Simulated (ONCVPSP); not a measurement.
# Pseudopotential generation for hafnium: ONCV, PBEsol

Task: generate the file, and judge it by its errors in other configurations, its logarithmic derivatives, its ghosts and its cutoff.

Program: ONCVPSP 4.0.1. Reference atom: PBEsol, scalar-relativistic, spherical and spin-unpolarised. All values are calculated.

**1. Starting point**

The settings as typed:

| Item | Value |
| --- | --- |
| element | hafnium (Hf, Z = 72) |
| type | optimised norm-conserving Vanderbilt (ONCV) |
| frozen core | [Kr] 4d10 |
| valence charge | 26 |
| reference configuration | 4f14 5s2 5p6 5d2 6s2 |
| partial waves | 5s+6s: rc 1.50 bohr, ncon 3, nbas 7, qcut 7.7 1/bohr, 2 projectors; 5p: rc 1.80 bohr, ncon 4, nbas 8, qcut 7 1/bohr, 3 projectors, debl 2 Ha; 5d: rc 3.00 bohr, ncon 3, nbas 8, qcut 5.3 1/bohr, 1 projector; 4f: rc 0.55 bohr, ncon 4, nbas 7, qcut 20 1/bohr, local |
| local potential | the f channel |
| core correction | Teter function, fcfact 4.25, rcfact 1.05 |

The outer shells as boxes (Hund's rule for the drawing; the calculation is spin-unpolarised):

```
[Kr] core
4d [↑↓][↑↓][↑↓][↑↓][↑↓]
4f [↑↓][↑↓][↑↓][↑↓][↑↓][↑↓][↑↓]
5s [↑↓]
5p [↑↓][↑↓][↑↓]
5d [↑ ][↑ ][  ][  ][  ]
6s [↑↓]
```

An earlier all-electron run gives the scale for the radii.

All-electron outer shells of the reference configuration (PBEsol, scalar-relativistic, ld1.x):

```tsv
shell	level (eV)	outermost node (bohr)	outermost maximum (bohr)
4d	-206.51	0.23	0.47
5s	-67.04	0.55	1.01
5p	-35.59	0.60	1.16
4f	-16.86	–	0.45
6s	-5.13	1.37	2.89
5d	-2.71	0.67	1.69
6p	-1.37	1.66	4.05
```

**2. The generation run**

Input file Hf.dat:

```
# ATOM AND REFERENCE CONFIGURATION
# atsym  z   nc   nv     iexc    psfile
  Hf 72.00    9    5  -116133      upf
#
#   n    l    f
    1    0    2.00
    2    0    2.00
    2    1    6.00
    3    0    2.00
    3    1    6.00
    3    2   10.00
    4    0    2.00
    4    1    6.00
    4    2   10.00
    4    3   14.00
    5    0    2.00
    5    1    6.00
    5    2    2.00
    6    0    2.00
#
# PSEUDOPOTENTIAL AND OPTIMIZATION
# lmax
    3
#
#   l,   rc,      ep,       ncon, nbas, qcut
    0    1.50    0.00    3    7    7.70
    1    1.80    0.00    4    8    7.00
    2    3.00    0.00    3    8    5.30
    3    0.55    0.00    4    7   20.00
#
# LOCAL POTENTIAL
# lloc, lpopt,  rc(5),   dvloc0
    3    5    0.55    0.00
#
# VANDERBILT-KLEINMAN-BYLANDER PROJECTORs
# l, nproj, debl
    0    2    0.50
    1    3    2.00
    2    1    1.80
    3    0    3.10
#
# MODEL CORE CHARGE
# icmod, fcfact, rcfact
    3    4.25    1.05
#
# LOG DERIVATIVE ANALYSIS
# epsh1, epsh2, depsh
   -4.00    5.00    0.02
#
# OUTPUT GRID
# rlmax, drl
    6.00    0.01
#
# TEST CONFIGURATIONS
# ncnf
    4
# nvcnf
#   n    l    f
    5
    4    3   14.00
    5    0    2.00
    5    1    6.00
    5    2    2.00
    6    0    1.00
#
    5
    4    3   14.00
    5    0    2.00
    5    1    6.00
    5    2    2.00
    6    0    0.00
#
    5
    4    3   14.00
    5    0    2.00
    5    1    6.00
    5    2    1.00
    6    0    0.00
#
    5
    4    3   13.00
    5    0    2.00
    5    1    6.00
    5    2    3.00
    6    0    1.00
#
```

On the command line:

```bash
$ oncvpsp.x < Hf.dat > Hf.out
```

What does the calculation give? Wanted: cutoffs for 1 and 0.1 mHa per electron, occupied waves; bound ghosts; GHOST(+) flags; largest miss of a reference level; largest test error; largest phase difference near zero energy, channels read; rms error of d²Exc/dn², without and with the model core.

As calculated:

| quantity | value |
| --- | --- |
| cutoffs for 1 and 0.1 mHa per electron, occupied waves | 690 Ha and 931 Ha |
| bound ghosts | s at -2718.04 eV, s at -483.87 eV, p at -876.61 eV, d at -495.21 eV |
| GHOST(+) flags | p at 310 eV |
| largest miss of a reference level | 34 meV (4f) |
| largest test error (AE − PS) | -367 meV, for 4f13 5s2 5p6 5d3 6s1 (1 test unsolved) |
| largest phase difference near zero energy, channels read | 0.008 rad |
| rms error of d²Exc/dn², without and with the model core | 4.61 and 3.03 mHa |

**Reading.** A bound ghost (s, p, d) makes it unfit for use: electrons can fall into a state that the atom doesn't have. Close by lies the frozen 4s level (-512.0 eV). Already in the reference configuration the 4f level is off by 34 meV. By total energies transferability is poor: the largest error is 367 meV on 25.9 eV, for 4f13 5s2 5p6 5d3 6s1. Of the tests 1 gave no usable energy difference, which is a warning in itself. The potential is very hard: the looser tolerance needs 690 Ha. At the looser tolerance the 4f wave is the slowest; 5s needs 22 Ha. Near zero energy the phases of the channels with partial waves agree within 0.008 rad. The program also flags highly localised states, GHOST(+) (p). All of this concerns the isolated atom, not yet a solid.
